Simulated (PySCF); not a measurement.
# doublet GeS− at 6 levels

We compute a comparison of 6 runs (U-r2SCAN/aug-cc-pVTZ, UBLYP/aug-cc-pVTZ, UM06-L/aug-cc-pVTZ, UPBE0/aug-cc-pVTZ, UTPSS/aug-cc-pVTZ, UCCSD(T)/aug-cc-pVTZ) of doublet GeS−. 

Program for the calculation: PySCF 2.14.0.

### Step 1. Starting point

GeS−: 2 atoms, total charge -1, spin state doublet. As SMILES of the parent species, `[S+]#[Ge-]`. The bond length is the one measured for the parent species. That shape belongs to the parent species and isn't relaxed for this state.

Bond lengths: S1–Ge2 2.012 Å.

### Step 2. The energy at U-r2SCAN/aug-cc-pVTZ (run 1)

The input, input.py:

```python
from pyscf import gto, dft

mol = gto.Mole()
mol.atom = '''
S      0.000000     0.000000     0.000000
Ge     0.000000     0.000000     2.012086
'''
mol.max_memory = 1860
mol.charge = -1
mol.verbose = 3
mol.basis = 'aug-cc-pvtz'
mol.spin = 1
mol.build()

calc0 = dft.UKS(mol)
calc0.xc = 'r2scan'
calc0.conv_tol = 1e-10
calc0.grids.level = 5
calc0.kernel()
if not calc0.converged:
    calc0 = calc0.newton().run(calc0.mo_coeff, calc0.mo_occ)

e_tot = calc0.e_tot
print('Final energy', e_tot)
```

Launch:

```bash
$ OMP_NUM_THREADS=1 python input.py
```

Log:

```text
WARN: HOMO -0.111848719464607 >= LUMO -0.111848719464604

converged SCF energy = -2475.26794806325  <S^2> = 0.75667722  2S+1 = 2.0066661
Final energy -2475.267948063248
```

It took 55 s on 1 thread of Arm Neoverse V1, shared host; peak memory 0.6 GiB.

### Step 3. A single-point energy at UBLYP/aug-cc-pVTZ (run 2)

The input, job.py:

```python
from pyscf import gto, dft

molecule = gto.M(
    atom=[
    ('S', (0.000000, 0.000000, 0.000000)),
    ('Ge', (0.000000, 0.000000, 2.012086)),
],
    spin=1,
    max_memory=1860,
    charge=-1,
    basis='aug-cc-pvtz',
    verbose=3,
)

mf = dft.UKS(molecule, xc='blyp')
mf.grids.level = 5
mf.conv_tol = 1e-10
mf.kernel()
if not mf.converged:
    mf = mf.newton().run(mf.mo_coeff, mf.mo_occ)

e_final = mf.e_tot
print('E = %.10f Eh' % e_final)
```

Launch:

```bash
$ OMP_NUM_THREADS=1 python job.py
```

Log:

```text
WARN: HOMO -0.104118212182999 >= LUMO -0.104118212183

WARN: HOMO 0.118474917661751 >= LUMO 0.119474032777667

converged SCF energy = -2475.36877897346  <S^2> = 0.75188852  2S+1 = 2.0018876
E = -2475.3687789735 Eh
```

Run time: 22 s. Hardware: 1 thread of Arm Neoverse V1, shared host; peak memory 0.55 GiB.

### Step 4. The energy at UM06-L/aug-cc-pVTZ (run 3)

The input, input.py:

```python
from pyscf import gto, dft

system = gto.M(
    atom='S 0.000000 0.000000 0.000000; Ge 0.000000 0.000000 2.012086',
    max_memory=1860,
    spin=1,
    verbose=3,
    charge=-1,
    basis='aug-cc-pvtz',
)

myscf = dft.UKS(system, xc='m06-l')
myscf.grids.level = 5
myscf.conv_tol = 1e-10
myscf.kernel()
if not myscf.converged:
    myscf = myscf.newton().run(myscf.mo_coeff, myscf.mo_occ)

etot = myscf.e_tot
print(f'total energy: {etot:.8f} hartree')
```

Launch:

```bash
$ OMP_NUM_THREADS=1 python input.py
```

Log:

```text
WARN: HOMO -0.100164614556079 >= LUMO -0.100164614556078

converged SCF energy = -2475.23780310873  <S^2> = 0.75317672  2S+1 = 2.0031742
total energy: -2475.23780311 hartree
```

Run time: 53 s. Hardware: 1 thread of Arm Neoverse V1, shared host; peak memory 0.6 GiB.

Runs 4 to 5 aren't shown in full; the table further down has their settings and results.

### Step 5. The energy at UCCSD(T)/aug-cc-pVTZ (run 6)

The input, input.py:

```python
from pyscf import gto, scf, cc

mol = gto.Mole()
mol.atom = 'S 0.000000 0.000000 0.000000; Ge 0.000000 0.000000 2.012086'
mol.basis = 'aug-cc-pvtz'
mol.max_memory = 1860
mol.verbose = 3
mol.spin = 1
mol.charge = -1
mol.build()

mf = scf.UHF(mol)
mf.conv_tol = 1e-10
mf.kernel()
if not mf.converged:
    mf = mf.newton().run(mf.mo_coeff, mf.mo_occ)

mycc = cc.CCSD(mf, frozen=14)
mycc.kernel()
e_t = mycc.ccsd_t()
e_final = mycc.e_tot + e_t
print(f'total energy: {e_final:.8f} hartree')
```

Launch:

```bash
$ OMP_NUM_THREADS=1 python input.py
```

Log:

```text
converged SCF energy = -2472.99768425748  <S^2> = 0.76899074  2S+1 = 2.0189014
E(UCCSD) = -2473.358102169719  E_corr = -0.3604179122372822
UCCSD(T) correction = -0.0218738650310199
total energy: -2473.37997603 hartree
```

It took 5.3 min on 1 thread of Arm Neoverse V1, shared host; peak memory 3.6 GiB.

### Step 6. Overview of the runs

```tsv
run	level	integration grid	frozen core orbitals	energy (Eh)	HOMO energy (eV)	LUMO energy (eV)	⟨S²⟩	wall time
1	U-r2SCAN/aug-cc-pVTZ	5	–	-2475.267948	1.72	2.15	0.757	55 s
2	UBLYP/aug-cc-pVTZ	5	–	-2475.368779	1.96	2.08	0.752	22 s
3	UM06-L/aug-cc-pVTZ	5	–	-2475.237803	2.03	2.40	0.753	53 s
4	UPBE0/aug-cc-pVTZ	5	–	-2474.903900	1.14	2.70	0.755	23 s
5	UTPSS/aug-cc-pVTZ	5	–	-2475.298055	1.85	2.13	0.754	45 s
6	UCCSD(T)/aug-cc-pVTZ	–	14	-2473.379976	-0.80	4.21	0.769	5.3 min
```

### Step 7. Outcome

| quantity | value |
| --- | --- |
| run 6: total energy | -2473.37998 Eh |
| run 6: HOMO energy (Hartree–Fock orbitals) (highest over α and β) | -0.80 eV |
| run 6: LUMO energy (Hartree–Fock orbitals) (lowest over α and β) | 4.21 eV |
| run 6: correlation energy (14 core orbitals frozen) | -382.3 mEh |
| run 6: (T) correction | -21.87 mEh |
| run 6: ⟨S²⟩ of the reference determinant | 0.769 |
| run 6: T1 diagnostic | 0.018 |

Totals of different functionals can't be ranked against each other. In runs 1, 2, 3, 4, 5 the HOMO lies above zero, so the outermost electron may be held by the basis alone. All runs together took 8.6 min, the longest 5.3 min.
